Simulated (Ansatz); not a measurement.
Write a Python script for Ansatz 0.2.0, Python API that makes a single point in a Gaussian basis of ClH6PSi2, SMILES [SiH3]P[SiH2]Cl. Level of theory: r2SCAN, 6-31G* basis, multiplicity 1, D3BJ dispersion.

Input file `clh6psi2.xyz`:
```text
10

Si   -1.64810   -0.05200    0.08590
P    -0.01740    1.20140   -0.70140
Si    1.58320    0.12100    0.34760
Cl    1.91700   -1.68890   -0.54340
H    -1.38430   -1.48250   -0.19160
H    -1.76900    0.17480    1.54610
H    -2.90980    0.34750   -0.58240
H     0.12530    0.58170   -1.96290
H     2.84220    0.89450    0.22360
H     1.26070   -0.09750    1.77850
```

`clh6psi2.py`:
```python
'''Single point of ClH6PSi2 in a Gaussian basis.'''

from pathlib import Path
import warnings

import ansatz as az
import numpy as np

BASIS = '6-31G*'
XC = 'r2SCAN'
VDW = 'd3bj'

warnings.simplefilter('ignore', az.DeckWarning)

clh6psi2 = az.Crystal.molecule_from_extxyz('clh6psi2.xyz')

calculation = clh6psi2.calculation()
calculation = calculation.basis(gaussian=BASIS)
calculation = calculation.functional(XC, dispersion=VDW).forces()
calculation = calculation.orbitals()
result = calculation.run(runs_dir='clh6psi2_runs')
report = result.report

for key in ('converged', 'free_energy_ev', 'reference_energy_ev', 'n_frozen', 'n_occupied', 'n_virtual'):
    print(f'{key:22s} {report[key]}')

symbols = [site.symbol for site in clh6psi2.cartesian_sites]
print('forces (eV/A)')
for symbol, f in zip(symbols, report['forces_ev_ang']):
    print(f'  {symbol:2s} {f[0]:9.4f} {f[1]:9.4f} {f[2]:9.4f}')

charges = report['charge_distribution']
dipole = np.array(charges['dipole_moment_e_ang']) * 4.803205
print('dipole (D): {:.3f} {:.3f} {:.3f}, length {:.3f}'.format(*dipole, np.linalg.norm(dipole)))
print('atom  Mulliken   Lowdin')
for symbol, m, l in zip(symbols, charges['mulliken_charges_e'], charges['lowdin_charges_e']):
    print(f'{symbol:4s} {m:9.3f} {l:8.3f}')

lines = Path(report['orbitals_path']).read_text().splitlines()
field_of = lambda key: [line.split('=')[1].strip() for line in lines if line.startswith(key)]
orbitals = [(27.211386 * float(e), s, float(n)) for e, s, n in zip(field_of('Ene='), field_of('Spin='), field_of('Occup='))]
homo = max(e for e, _, n in orbitals if n > 0.5)
lumo = min(e for e, _, n in orbitals if n < 0.5)
for e, spin, n in sorted(orbitals):
    if homo - 15 < e < lumo + 5:
        print(f'{spin:6s} {e:10.3f} eV  occupation {n:.0f}')
```

```console
$ python clh6psi2.py
converged              True
free_energy_ev         -37660.93827148145
reference_energy_ev    -37660.847354095415
n_frozen               0
n_occupied             [33, 33]
n_virtual              [55, 55]
forces (eV/A)
  Si   -0.5453   -0.3734   -0.0702
  P    -0.1120    1.1491   -0.0107
  Si    0.5846    0.2016    0.0683
  Cl    0.1968   -0.6856   -0.1458
  H    -0.0924   -0.2046    0.0851
  H     0.0414    0.0387    0.0738
  H    -0.1219   -0.0066   -0.0046
  H     0.0740   -0.1644   -0.1196
  H     0.0673   -0.0153    0.0858
  H    -0.0926    0.0604    0.0378
dipole (D): -0.584 0.397 0.418, length 0.821
atom  Mulliken   Lowdin
Si       0.230    0.158
P       -0.263   -0.067
Si       0.376    0.079
Cl      -0.245   -0.011
H       -0.029   -0.044
H       -0.033   -0.040
H       -0.040   -0.049
H        0.072    0.067
H       -0.035   -0.053
H       -0.033   -0.041
Alpha     -17.345 eV  occupation 2
Alpha     -14.033 eV  occupation 2
Alpha     -13.398 eV  occupation 2
Alpha     -10.586 eV  occupation 2
Alpha     -10.167 eV  occupation 2
Alpha      -9.731 eV  occupation 2
Alpha      -9.538 eV  occupation 2
Alpha      -9.065 eV  occupation 2
Alpha      -8.683 eV  occupation 2
Alpha      -8.116 eV  occupation 2
Alpha      -7.754 eV  occupation 2
Alpha      -6.642 eV  occupation 2
Alpha      -0.958 eV  occupation 0
Alpha      -0.176 eV  occupation 0
Alpha      -0.012 eV  occupation 0
Alpha       0.066 eV  occupation 0
Alpha       0.508 eV  occupation 0
Alpha       1.368 eV  occupation 0
Alpha       2.149 eV  occupation 0
Alpha       2.428 eV  occupation 0
Alpha       3.613 eV  occupation 0
```

Total energies depend on the basis set; only differences at equal settings carry meaning. The geometry is a force-field or estimated start, not a minimum of this method, and the basis set is short of its limit. The Löwdin charges here are taken after orthogonalising the functions within each atom; they differ from plain Löwdin charges, and their signs can be unphysical. Alpha marks a spatial orbital of a restricted run, filled by both spins. Total less reference energy is the dispersion correction. Levels such as HOMO and LUMO are orbital energies: with these approximate functionals they aren't the ionisation energy and electron affinity, and their gap isn't the fundamental gap. A dispersion term here runs with damping parameters fitted for another variant or functional. The script silences the warnings on its input, which a real study should read. Wall time of the script: 6.3 s on 1 thread of Arm Neoverse V2 (shared host), peak memory 0.23 GiB.

(Lines on the test bed's own set-up are left out of the output.)
